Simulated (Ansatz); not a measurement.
**Si2H4F2: one species, many methods**

An exercise on one series of results from a longer session: the logs are not shown, and one member is left open.

Computed with Ansatz 0.2.0, Gaussian basis. Level: functionals in def2-TZVPP, the program's frozen cores in correlated methods.

Levels to be run: LDA (SPW92), PBE-D4, revPBE-D4, BLYP-D4, r2SCAN-D4, B97M-V, PBE0-D4, B3LYP-D4, r2SCANh-D4, r2SCAN0-D4, HSE06-D4, BHLYP-D4, CAM-B3LYP-D4, LC-ωPBE, ωB97X-V, ωB97M-V, B2PLYP, PBE-QIDH; CCSD(T)/def2-SVP; CCSD(T)/def2-TZVPP; MP2/def2-QZVPP; extrapolation to the limit; RPA on PBE.

## Structure used throughout

The geometry comes from an earlier relaxation with PBE0-D4 in a triple-zeta def2 set; it is a stationary point, not always the lowest conformer.

SMILES `F[SiH](F)[SiH3]`, 8 atoms, charge 0, spin multiplicity 1.

Atoms are counted from 1 here; the program's logs count them from 0.

Bond lengths: F1–Si2 1.593 Å, Si2–F3 1.593 Å, Si2–Si4 2.342 Å, Si2–H5 1.482 Å, Si4–H6 1.486 Å, Si4–H7 1.486 Å, Si4–H8 1.485 Å. Angles: F1–Si2–F3 107.0°, F1–Si2–Si4 109.5°, F1–Si2–H5 107.3°, F3–Si2–Si4 109.5°, F3–Si2–H5 107.3°, Si4–Si2–H5 115.9°, Si2–Si4–H6 109.0°, Si2–Si4–H7 109.0°, Si2–Si4–H8 110.0°, H6–Si4–H7 109.2°, H6–Si4–H8 109.8°, H7–Si4–H8 109.8°.

Geometry (Å):

```
atom     x (Å)     y (Å)     z (Å)
  F1   0.97188  -1.04639   1.72947
 Si2   1.06185  -0.32052   0.31396
  F3   1.61869  -1.39248  -0.72503
 Si4  -1.07524   0.37281  -0.34690
  H5   2.08097   0.74879   0.43175
  H6  -1.59519   1.35231   0.64290
  H7  -0.98316   1.02527  -1.67931
  H8  -1.98769  -0.79679  -0.42265
```

The first run:

in.yaml

```yaml
crystal:
  periodic: [false, false, false]
  atoms:
    - {symbol: F, position_ang: [0.971879, -1.046394, 1.729473]}
    - {symbol: Si, position_ang: [1.061846, -0.320518, 0.313958]}
    - {symbol: F, position_ang: [1.618695, -1.392478, -0.725030]}
    - {symbol: Si, position_ang: [-1.075243, 0.372809, -0.346901]}
    - {symbol: H, position_ang: [2.080969, 0.748795, 0.431755]}
    - {symbol: H, position_ang: [-1.595194, 1.352307, 0.642905]}
    - {symbol: H, position_ang: [-0.983165, 1.025266, -1.679307]}
    - {symbol: H, position_ang: [-1.987686, -0.796786, -0.422653]}
basis:
  gaussian: {orbitals: def2-TZVPP}
hamiltonian: {xc: lda}
output: {orbitals: {seedname: orbitals}}
```

Steps of the session up to this table: LDA; PBE-D4 (GGA); revPBE-D4 (GGA); BLYP-D4 (GGA); r2SCAN-D4 (meta-GGA); B97M-V (meta-GGA); PBE0-D4 (hybrid); B3LYP-D4 (hybrid); r2SCANh-D4 (hybrid); r2SCAN0-D4 (hybrid); HSE06-D4 (hybrid); BHLYP-D4 (hybrid); CAM-B3LYP-D4 (range-separated); LC-ωPBE-D4 (range-separated; the results give it without D4); ωB97X-V (range-separated); ωB97M-V (range-separated); B2PLYP (double hybrid); PBE-QIDH (double hybrid).

One table of the session follows, with a row left open; its other results are not shown here.

It belongs to the step «Frontier levels by functional». 

```
  functional  HOMO (eV)  gap (eV)
 LDA (SPW92)      -7.41      5.91
      PBE-D4      -7.33      6.05
   revPBE-D4      -7.29      6.12
     BLYP-D4      -7.23      6.12
   r2SCAN-D4      -7.63      6.65
      B97M-V      -7.74      6.50
     PBE0-D4      -8.59      8.17
    B3LYP-D4      -8.40      7.80
  r2SCANh-D4      -8.10      7.40
  r2SCAN0-D4          ?         ?
    HSE06-D4      -8.19      7.39
    BHLYP-D4      -9.78     10.27
CAM-B3LYP-D4      -9.93     10.57
     LC-ωPBE     -11.22     12.99
     ωB97X-V     -10.90     12.55
     ωB97M-V     -10.66     12.02
```

**Question.** Estimate the row for r2SCAN0-D4.

Worked estimate for «HOMO (eV)». Against the share of exact exchange, r2SCAN-D4 (0, -7.63), r2SCANh-D4 (0.1, -8.10) give a slope of -4.70 per unit share; at 0.25 the line stands at -8.80.

**Answer.** HOMO (eV): -8.79; gap (eV): 8.53. In «HOMO (eV)» the line misses by -0.01.
